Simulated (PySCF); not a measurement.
**A diatomic session: GaCl**

The task here is to estimate one member of a computed series from the others.

Method: Ga def2-TZVPP, Cl def2-TZVPP, no relativity; program: PySCF 2.14.0.

Set-up of the first run:

A driver script around PySCF takes these settings:

```
atoms                         : Ga, Cl
charge                        : 0
basis                         : Ga def2-TZVPP, Cl def2-TZVPP
Hamiltonian                   : no relativity
basis functions               : 90
electrons treated             : 48
masses in u                   : 68.9256, 34.9689
levels                        : PBE0, PBE, r²SCAN, LDA, B3LYP, M06-L, r²SCANh, ωB97X-V, HF, MP2, SCS-MP2, CCSD, CCSD(T)
grid                          : 80 radial by 434 angular points
occupations                   : held fixed by the projection of orbital angular momentum
dissociation limit            : Ga + Cl, each in its ground configuration
starting distance in angstrom : 2.175
values of 2S to try           : 0, 2
```

Steps of the session up to this table: The job; PBE0 along the bond; Other states along the same grid; PBE; r²SCAN; LDA (local density); B3LYP; M06-L; r²SCANh; ωB97X-V (range-separated hybrid); RHF; Adding correlation.

One table of the session follows, with a row left open; its other results are not shown here.

Energy (eV) from each level's lowest point:

| R (Å) | RHF | RHF-MP2 | RHF-SCS-MP2 | RHF-CCSD | RHF-CCSD(T) |
| --- | --- | --- | --- | --- | --- |
| 1.911 | 0.941 | 0.820 | 0.864 | n/a | n/a |
| 2.000 | 0.421 | 0.344 | 0.373 | 0.369 | 0.369 |
| 2.089 | 0.137 | 0.094 | 0.111 | 0.108 | 0.108 |
| 2.155 | 0.034 | 0.014 | 0.021 | 0.020 | 0.020 |
| 2.222 | 0.000 | 0.000 | 0.000 | 0.000 | 0.000 |
| 2.289 | 0.018 | 0.037 | 0.030 | 0.032 | 0.032 |
| 2.377 | 0.101 | 0.145 | 0.128 | 0.133 | 0.133 |
| 2.489 | ? | ? | ? | ? | ? |
| 2.622 | 0.518 | 0.631 | 0.593 | 0.603 | 0.607 |
| 2.800 | 0.890 | 1.054 | 1.003 | n/a | n/a |

**Question.** Estimate the row for R (Å) = 2.489.

Worked estimate for «RHF». A straight line through the neighbours (2.377, 0.101) and (2.622, 0.518) gives 0.101 + (0.518 − 0.101) × (2.489 − 2.377) / (2.622 − 2.377) = 0.292; a parabola fitted to 4 rows on both sides gives 0.276.

As computed: RHF: 0.266; RHF-MP2: 0.341; RHF-SCS-MP2: 0.315; RHF-CCSD: 0.322; RHF-CCSD(T): 0.324. In «RHF» the line misses by +0.026 and the parabola by +0.010.

State 2 has its PBE0 minimum 3.43 eV higher. The other levels ran on the lowest alone.
